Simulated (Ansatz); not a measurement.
**C₂H₄SSi: basis-set convergence**

The task here is to estimate one member of a computed series from the others.

The runs use Ansatz 0.2.0, Gaussian basis; one geometry, several basis sets.

Levels to be run: PBE0-D4/def2-SVP; ωB97M-V/def2-SVP; PBE0-D4/def2-QZVPP; ωB97M-V/def2-QZVPP; the functionals' def2-TZVPP values are taken from earlier runs.

## Structure used throughout

The geometry comes from an earlier relaxation with PBE0-D4 in a triple-zeta def2 set; it is a stationary point, not always the lowest conformer.

8 atoms, charge 0, spin multiplicity 1.

Atoms are counted from 1 here; the program's logs count them from 0.

Bond lengths: C1–C2 1.323 Å, C1–H5 1.085 Å, C1–H6 1.084 Å, C2–Si3 1.808 Å, C2–S4 1.790 Å, Si3–S4 2.114 Å, Si3–H7 1.479 Å, Si3–H8 1.479 Å. Angles: C2–C1–H5 122.3°, C2–C1–H6 120.1°, H5–C1–H6 117.6°, C1–C2–Si3 154.3°, C1–C2–S4 133.7°, Si3–C2–S4 72.0°, C2–Si3–S4 53.6°, C2–Si3–H7 120.5°, C2–Si3–H8 120.5°, S4–Si3–H7 118.3°, S4–Si3–H8 118.3°, H7–Si3–H8 113.1°, C2–S4–Si3 54.4°.

Geometry (Å):

```mol
C2H4SSi
  3D, bonds by distance, orders not assigned

  8  8  0  0  0  0  0  0  0  0999 V2000
   -0.6564    1.4403   -0.2505 C   0  0
   -0.1533    0.2174   -0.2808 C   0  0
    0.6418   -1.2355    0.4444 Si  0  0
    0.0285   -1.0146   -1.5663 S   0  0
   -1.0827    1.9141   -1.1286 H   0  0
   -0.6534    2.0070    0.6736 H   0  0
    2.0909   -1.2300    0.7394 H   0  0
   -0.1233   -2.1559    1.3129 H   0  0
  1  2  8  0
  2  3  8  0
  3  4  8  0
  1  5  8  0
  1  6  8  0
  3  7  8  0
  3  8  8  0
  2  4  8  0
M  END
```

Set-up of the first run:

Input file in.yaml:

```yaml
crystal:
  periodic: [false, false, false]
  atoms:
    - {symbol: C, position_ang: [-0.656360, 1.440297, -0.250526]}
    - {symbol: C, position_ang: [-0.153273, 0.217406, -0.280800]}
    - {symbol: Si, position_ang: [0.641831, -1.235462, 0.444404]}
    - {symbol: S, position_ang: [0.028508, -1.014593, -1.566330]}
    - {symbol: H, position_ang: [-1.082653, 1.914146, -1.128578]}
    - {symbol: H, position_ang: [-0.653356, 2.007012, 0.673578]}
    - {symbol: H, position_ang: [2.090860, -1.230039, 0.739435]}
    - {symbol: H, position_ang: [-0.123257, -2.155867, 1.312917]}
basis:
  gaussian: {orbitals: def2-SVP}
hamiltonian: {xc: pbe0, dispersion: d4}
output: {orbitals: {seedname: orbitals}}
```

Started as:

```console
> ansatz run in.yaml --threads 2 --pin off --events-out ev --progress --plain --max-ram 4352MiB
```

Among the steps run: PBE0-D4 in def2-SVP; ωB97M-V in def2-SVP; PBE0-D4 in def2-QZVPP; ωB97M-V in def2-QZVPP.

One table of the session follows, with a row left open; its other results are not shown here.

It belongs to the step «Density functionals: the series». 

| functional | basis | HOMO (eV) |
| --- | --- | --- |
| PBE0-D4 | def2-SVP | ? |
| PBE0-D4 | def2-TZVPP | -6.62 |
| PBE0-D4 | def2-QZVPP | -6.65 |
| ωB97M-V | def2-SVP | -8.59 |
| ωB97M-V | def2-TZVPP | -8.68 |
| ωB97M-V | def2-QZVPP | -8.71 |

**Question.** Estimate the row for PBE0-D4, def2-SVP.

**Answer.** HOMO (eV): -6.55. In the column «HOMO (eV)» it is the highest.
